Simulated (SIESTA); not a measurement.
Write the native input for SIESTA 5.4.2 that does the following.

- Task: single point
- Functional: PBE
- Potentials or basis: PseudoDojo 0.4 standard (PBE files)
- Basis: DZP (energy shift 0.003 Ry; two zetas on semicore shells)
- Grid cutoff: 500 Ry
- Energy shift: 0.003 Ry
- k mesh: 7 × 7 × 8
- Occupations: fermi-dirac, width 0.05 eV
- Spin: no spin polarisation

Crystal: AlSn.

```
Sn Al
1.0
     4.19811    0.00000    0.00000
    -2.09905    3.63567    0.00000
     0.00000    0.00000    3.27378
Sn Al
1 1
Direct
  0.33333 0.66667 0.50000
  0.00000 0.00000 0.00000
```

The cell comes from a database or a generator and needn't be the stable form of this composition.

The cell isn't the ideal one: cell strained along z.

These files were run (other wordings do the same):

AlSn.fdf

```
SystemName                      AlSn
SystemLabel                     AlSn
NumberOfSpecies                 2
NumberOfAtoms                   2
%block ChemicalSpeciesLabel
  1  50 Sn
  2  13 Al
%endblock ChemicalSpeciesLabel

LatticeConstant                 1.0 Ang
%block LatticeVectors
     4.1981056157     0.0000000000     0.0000000000
    -2.0990528078     3.6356661109     0.0000000000
     0.0000000000     0.0000000000     3.2737785300
%endblock LatticeVectors
AtomicCoordinatesFormat         Ang
%block AtomicCoordinatesAndAtomicSpecies
    -0.0000000002     2.4237774074     1.6368892650  1
     0.0000000000     0.0000000000     0.0000000000  2
%endblock AtomicCoordinatesAndAtomicSpecies

%block kgrid.MonkhorstPack
    7   0   0  0.0
    0   7   0  0.0
    0   0   8  0.0
%endblock kgrid.MonkhorstPack
XC.Functional                   GGA
XC.Authors                      PBE
PAO.BasisSize                   DZP
PAO.EnergyShift                 0.003 Ry
Mesh.Cutoff                     500 Ry
OccupationFunction              FD
ElectronicTemperature           0.05 eV
MaxSCFIterations                120
SCF.MustConverge                false
SCF.Mixer.Method                Pulay
SCF.Mixer.Weight                0.25
SCF.Mixer.History               8
SCF.DM.Tolerance                5.0e-05
SCF.H.Tolerance                 1.0e-03 eV
WriteForces                     true
Charge.Mulliken                 end
%block PAO.Basis
  Sn 4
  n=5 0 2
    6.432 0.000
  n=5 1 2
    8.686 0.000
  n=4 2 2
    3.759 0.000
  n=5 2 1
    8.686
%endblock PAO.Basis
```

Potentials or basis: PseudoDojo 0.4 standard (PBE files), DZP (energy shift 0.003 Ry; two zetas on semicore shells).

Launch:

```sh
$ siesta AlSn.fdf > AlSn.out 2>&1
```

It gave:

* Pressure: 1.1 GPa
* Band gap on the k mesh: none (metal or under the smearing width)

Caveat: the basis of atomic orbitals isn't converged, which shifts pressures, moduli and gaps.

It took 58 s on 1 thread of Arm Neoverse V1, on a shared host, peak memory 0.28 GiB.
